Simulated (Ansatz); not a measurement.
**CsH: strong compression**

The task here is to estimate one member of a computed series from the others.

Computed with Ansatz 0.2.0 (DFT, LDA, PAW with Ansatz's default frozen-core files, scalar-relativistic, unless a step's input says otherwise).

**The structure to begin with**

The structure is cubic, space group Fm-3m (No. 225). The conventional cell has a = 5.678 Å, b = 5.678 Å, c = 5.678 Å, α = 90.00°, β = 90.00°, γ = 90.00°. Cs (site symmetry m-3m) is surrounded by 6 H at 2.84 Å. H (site symmetry m-3m) has 6 Cs at 2.84 Å in its first shell of neighbours.

Coordinates:

```
Cs H
1.0
     0.00000    2.83893    2.83893
     2.83893    0.00000    2.83893
     2.83893    2.83893    0.00000
Cs H
1 1
Direct
  0.00000 0.00000 0.00000
  0.50000 0.50000 0.50000
```

Whether this phase is the stable one at these pressures isn't tested.

Atoms are numbered in the order of the input: Cs1, H2.

The first run:

Input file input.yaml:

```yaml
crystal:
  lattice:
    - [0.0, 2.8389336554, 2.8389336554]
    - [2.8389336554, 0.0, 2.8389336554]
    - [2.8389336554, 2.8389336554, 0.0]
  atoms:
    - { symbol: Cs, position: [0.0, 0.0, 0.0] }
    - { symbol: H, position: [0.5, 0.5, 0.5] }
kpoints:
  mp_grid: { grid: [12, 12, 12] }
scf:
  occupations: { method: fermi_dirac, width: 0.05 }
hamiltonian:
  xc: lda
  pseudopotentials: { kind: paw }
output:
  forces: true
  stress: true
relax:
  f_tol: 0.005
  max_steps: 40
  cell: {}
```

Run with:

```bash
$ ansatz run input.yaml --threads 1 --pin off --max-ram 2048MiB --backend cpu --events-out ev --progress --plain --runs-dir out
```

Among the steps run: Cell relaxed at zero pressure, PAW; Volume scaled by 1, PAW; Volume scaled by 0.88, PAW; Volume scaled by 0.78, PAW; Volume scaled by 0.68, PAW; Volume scaled by 0.58, PAW; Volume scaled by 0.5, PAW; Volume scaled by 0.43, PAW.

One table of the session follows, with a row left open; its other results are not shown here.

| method | volume over the first | volume (Å³/atom) | pressure (GPa) |
| --- | --- | --- | --- |
| PAW | 1 | 28.315 | 0.01 |
| PAW | 0.88 | ? | ? |
| PAW | 0.78 | 22.086 | 4.68 |
| PAW | 0.68 | 19.254 | 9.33 |
| PAW | 0.58 | 16.423 | 17.82 |
| PAW | 0.5 | 14.158 | 30.51 |
| PAW | 0.43 | 12.176 | 51.08 |

Q: Estimate the row for PAW, 0.88 from the others.

The run gave: volume (Å³/atom): 24.917; pressure (GPa): 1.94. In the column «volume (Å³/atom)» it lies between PAW, 0.78 (22.086) and PAW, 1 (28.315).
